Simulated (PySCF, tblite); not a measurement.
# C₇H₁₇BO: geometry, infrared bands and NMR shifts

Wanted: the infrared bands and NMR shifts of C₇H₁₇BO (`[BH3-][O+]1CCC[C@H]1C(C)C`), by calculation.

The runs use tblite 0.8.0 and PySCF 2.14.0, with density-fitted response routines of our own; the level of theory stands in each step. All values are computed, except where a source is named. Atoms are numbered from 0 throughout.

**1. The molecule as given**

26 atoms, charge 0, multiplicity 1; geometry from: force field or distance geometry start.

Bonds of the start (Å): B0–O1 1.51, O1–C2 1.40, C2–C3 1.50, C3–C4 1.52, C4–C5 1.54, C5–C6 1.56, C6–C7 1.54, C6–C8 1.53, C5–O1 1.44, B0–H9 1.20, B0–H10 1.18, B0–H11 1.20, C2–H12 1.13, C2–H13 1.12, C3–H14 1.11, C3–H15 1.09, C4–H16 1.11, C4–H17 1.11, C5–H18 1.13, C6–H19 1.12, C7–H20 1.11, C7–H21 1.11, C7–H22 1.11, C8–H23 1.10, C8–H24 1.12, C8–H25 1.11.

**2. Geometry optimisation with GFN2-xTB**

The job: settings as JSON, then the geometry in Å.

```
{"job": {"kind": "relax", "xc": "GFN2-xTB", "basis": "xTB"}, "charge": 0, "multiplicity": 1}
B     -1.247500     1.646500     1.433900
O     -0.928000     0.863600     0.188300
C     -2.090600     0.310700    -0.373100
C     -1.669800    -0.867400    -1.208400
C     -0.501200    -1.420800    -0.416300
C     -0.058700    -0.245300     0.466100
C      1.427100     0.183900     0.235400
C      2.421900    -0.931900     0.607600
C      1.692200     0.700900    -1.181700
H     -1.768900     0.964500     2.277700
H     -0.271200     2.138100     1.884500
H     -2.005100     2.536400     1.160700
H     -2.844500    -0.042800     0.393400
H     -2.587300     1.066900    -1.033600
H     -2.487600    -1.614800    -1.304100
H     -1.335500    -0.533600    -2.192200
H     -0.835300    -2.267100     0.212500
H      0.278100    -1.799100    -1.118000
H     -0.139300    -0.599700     1.532300
H      1.643100     1.024500     0.939800
H      2.217500    -1.295000     1.638500
H      2.341100    -1.788800    -0.098600
H      3.461600    -0.539000     0.581300
H      2.714200     1.098600    -1.253600
H      0.986600     1.533300    -1.424800
H      1.566300    -0.099900    -1.934500
```

Started as:

```
> OMP_NUM_THREADS=1 python probes_run.py task.json out
```

The driver reads the jobs from task.json and runs them one after another.

**Question.** This job is followed by: GFN2-xTB harmonic vibrations, gas phase; GIAO PBE0/pcSseg-1 NMR shielding, non-relativistic, gas phase. Predict these results of the whole session: strongest single infrared mode (GFN2-xTB); zero-point energy (GFN2-xTB); ¹³C shifts against TMS (PBE0/pcSseg-1); ¹H shifts against TMS (PBE0/pcSseg-1, means over atoms taken as alike); ¹¹B shifts against BF3·OEt2 (PBE0/pcSseg-1); ¹⁷O shifts against H2O (PBE0/pcSseg-1).

As calculated:

| quantity | value |
| --- | --- |
| strongest single infrared mode (GFN2-xTB) | 2490 cm⁻¹, 276 km/mol |
| zero-point energy (GFN2-xTB) | 144.7 kcal/mol |
| ¹³C shifts against TMS (PBE0/pcSseg-1) | 93.5, 80.0, 32.8, 28.8, 27.1, 20.2, 15.3 ppm |
| ¹H shifts against TMS (PBE0/pcSseg-1, means over atoms taken as alike) | 4.40, 4.03, 3.81, 2.95, 2.59, 1.95, 1.84, 1.80, 1.76, 0.86, 0.82 ppm |
| ¹¹B shifts against BF3·OEt2 (PBE0/pcSseg-1) | -4.3 ppm |
| ¹⁷O shifts against H2O (PBE0/pcSseg-1) | 66.8 ppm |

What this shows: Relaxing lowered the energy by 0.434 eV in 95 steps; the close pair that moved most is B0–O1, from 1.506 to 1.632 Å. All 72 modes are real, so the xTB geometry is a minimum. The strongest single mode, at 2490 cm⁻¹, moves mainly H11 and H10. Unscaled tight-binding wavenumbers are off by several per cent, some by more. Its intensities can rank the bands wrongly. C5 (sp3 CH bonded to O) lies farthest downfield among carbon, at 93.5 ppm; pulled downfield by the heteroatom. At PBE0/pcSseg-1: The largest span, 146 ppm, is at O1, where the paramagnetic term is -134 ppm.
